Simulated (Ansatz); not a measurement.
# GeH4 (SMILES [H][Ge]([H])([H])[H]): levels of theory compared

Wanted: a comparison of 6 runs (HF/STO-3G, B2PLYP/STO-3G, BLYP/STO-3G, PBE/STO-3G, wB97X/STO-3G, FCI/STO-3G) of GeH4. 

The calculation is run with Ansatz 0.2.0.

30 further runs of the same task are left out: 2 that didn't finish, 28 set aside as unsound or not needed.

### 1 The molecule

GeH4: 5 atoms, total charge 0, spin state singlet. As SMILES, `[H][Ge]([H])([H])[H]`. The H4–Ge1 distance was set to 2.965 Å, away from the relaxed value. At this shape a bond of the SMILES string is far longer than usual.

Bond lengths: Ge1–H2 1.482 Å, Ge1–H3 1.483 Å, Ge1–H5 1.483 Å. Angles: H2–Ge1–H3 109.4°, H2–Ge1–H5 109.5°, H3–Ge1–H5 109.5°.

### 2 A single-point energy at HF/STO-3G (run 1)

Contents of job.yaml:

```yaml
crystal:
  periodic: [false, false, false]
  atoms:
    - {symbol: Ge, position_ang: [0.707870, -1.213104, 0.473193]}
    - {symbol: H, position_ang: [0.719230, -1.231694, 1.955333]}
    - {symbol: H, position_ang: [2.102650, -1.203514, -0.030087]}
    - {symbol: H, position_ang: [-0.707610, 1.213950, -0.473620]}
    - {symbol: H, position_ang: [0.008860, -2.419814, -0.031167]}
basis:
  gaussian: {orbitals: STO-3G}
hamiltonian: {xc: hf}
accuracy: high
```

The run is started by

```sh
$ ansatz run job.yaml --threads 1 --pin off --max-ram 2610MiB --events-out events.jsonl --progress --plain --runs-dir runs
```

Output:

```text
Warning: RAYON_NUM_THREADS=1 ignored (pool sized by the plan → 1); use --threads N
Functional definition: HF
  name "HF"
  exchange = exact_x
  correlation = 0
283 factors; integrals over basis functions are off by at most 7.7e-9 eV
mean field evaluation 1: about -55884.3064 eV, gradient 1.4e1 eV
mean field evaluation 2: about -55884.3065 eV, gradient 1.4e1 eV
mean field evaluation 4: about -55886.8355 eV, gradient 1.3e0 eV
mean field evaluation 8: about -55886.8439 eV, gradient 2.3e-5 eV
mean field -55886.84391208 eV, -2053.8036323056 hartree, gradient 2.7e-8 eV, S^2 0.000000; 0 other end points of the search recorded, 0 dependent functions left out
reference -55886.84391208 eV, -2053.8036323056 hartree; 18, 18 occupied and 4, 4 virtual orbitals, 283 factors
Total energy: -55886.84391208 eV, -2053.8036323056 hartree
```

It took 0.12 s on 1 thread of Intel Xeon Platinum 8375C at 2.90GHz (Ice Lake), shared host.

### 3 A single-point energy at B2PLYP/STO-3G (run 2)

Contents of in.yaml:

```yaml
crystal:
  periodic: [false, false, false]
  atoms:
    - symbol: Ge
      position_ang: [0.707870, -1.213104, 0.473193]
    - symbol: H
      position_ang: [0.719230, -1.231694, 1.955333]
    - symbol: H
      position_ang: [2.102650, -1.203514, -0.030087]
    - symbol: H
      position_ang: [-0.707610, 1.213950, -0.473620]
    - symbol: H
      position_ang: [0.008860, -2.419814, -0.031167]
basis:
  gaussian: {orbitals: STO-3G}
hamiltonian: {xc: {name: B2PLYP}}
correlation: {frozen_orbitals: {Ge: 9, H: 0}}
accuracy: high
```

The run is started by

```sh
$ ansatz run in.yaml --threads 1 --pin off --max-ram 2610MiB --events-out events.jsonl --progress --plain --runs-dir runs
```

Output (excerpt; [...] marks lines left out):

```text
Warning: RAYON_NUM_THREADS=1 ignored (pool sized by the plan → 1); use --threads N
Functional definition: B2PLYP
  name "B2PLYP"
[...]
283 factors; integrals over basis functions are off by at most 7.7e-9 eV
[...]
mean field -55915.25537461 eV, -2054.8477342955 hartree, gradient 2.3e-8 eV, S^2 0.000000; 0 other end points of the search recorded, 0 dependent functions left out; unrestricted orbitals would lower it
9 core orbitals not correlated: weight in the atoms' cores, before any rotation towards them, 1.000 or more for the frozen orbitals, at most 0.000 for the correlated occupied ones
reference -55915.25539172 eV, -2054.8477349244 hartree; 9, 9 occupied and 4, 4 virtual orbitals, 283 factors
second order -4.04728694 eV of doubles, -0.00000000 eV of singles
Total energy: -55916.34815920 eV, -2054.8878933884 hartree
```

It took 1.1 s on 1 thread of Intel Xeon Platinum 8375C at 2.90GHz (Ice Lake), shared host; peak memory 0.11 GiB.

Runs 3 to 5 aren't shown in full; the table further down has their settings and results.

### 4 The energy at FCI/STO-3G (run 6)

Contents of run.yaml:

```yaml
crystal:
  periodic: [false, false, false]
  atoms:
    - symbol: Ge
      position_ang: [0.707870, -1.213104, 0.473193]
    - symbol: H
      position_ang: [0.719230, -1.231694, 1.955333]
    - symbol: H
      position_ang: [2.102650, -1.203514, -0.030087]
    - symbol: H
      position_ang: [-0.707610, 1.213950, -0.473620]
    - symbol: H
      position_ang: [0.008860, -2.419814, -0.031167]
basis:
  gaussian:
    orbitals: STO-3G
correlation:
  method: fci
  frozen_orbitals: {Ge: 9, H: 0}
accuracy: high
```

The run is started by

```sh
$ ansatz run run.yaml --threads 1 --pin off --max-ram 2610MiB --events-out events.jsonl --progress --plain --runs-dir runs
```

Output (excerpt; [...] marks lines left out):

```text
Warning: RAYON_NUM_THREADS=1 ignored (pool sized by the plan → 1); use --threads N
[... 2 set-up lines as earlier in the session ...]
[...]
283 factors; integrals over basis functions are off by at most 7.7e-9 eV
[...]
mean field -55886.84391208 eV, -2053.8036323056 hartree, gradient 2.7e-8 eV, S^2 0.000000; 0 other end points of the search recorded, 0 dependent functions left out; unrestricted orbitals would lower it
[...]
unrestricted determinant -55890.04674249 eV, -2053.9213341521 hartree, S^2 0.9502
9 core orbitals not correlated: weight in the atoms' cores, before any rotation towards them, 1.000 or more for the frozen orbitals, at most 0.000 for the correlated occupied ones
reference -55886.84391208 eV, -2053.8036323056 hartree; 9, 9 occupied and 4, 4 virtual orbitals, 283 factors
state -55891.63227445 eV, -2053.9796013769 hartree
Total energy: -55891.63227445 eV, -2053.9796013769 hartree
```

Wall time 1.4 s (1 thread of Intel Xeon Platinum 8375C at 2.90GHz (Ice Lake), shared host); peak memory 0.12 GiB.

### 5 All runs side by side

| run | level | frozen core orbitals | energy (Eh) | wall time |
| --- | --- | --- | --- | --- |
| 1 | HF/STO-3G | – | -2053.803632 | 0.12 s |
| 2 | B2PLYP/STO-3G | 9 | -2054.887893 | 1.1 s |
| 3 | BLYP/STO-3G | – | -2055.149070 | 0.81 s |
| 4 | PBE/STO-3G | – | -2054.856347 | 0.89 s |
| 5 | wB97X/STO-3G | – | -2055.266218 | 3.9 s |
| 6 | FCI/STO-3G | 9 | -2053.979601 | 1.4 s |

### 6 Outcome

| quantity | value |
| --- | --- |
| run 6: total energy | -2053.97960 Eh |
| run 6: correlation energy (9 core orbitals frozen) | -176.0 mEh |

Against full CI in this basis: HF +176.0 mEh. Totals of different functionals can't be ranked against each other. In run 2 the log says that unrestricted orbitals would lower the reference, so the values rest on an unstable closed-shell determinant (other closed-shell runs at this shape may share the fault). In runs 1, 2, 3, 4, 5, 6 the basis is minimal, so the values are rough. In runs 1, 2, 3, 4, 5 a closed-shell determinant meets a far-stretched bond, which it describes badly. All runs together took 8.2 s, the longest 3.9 s.
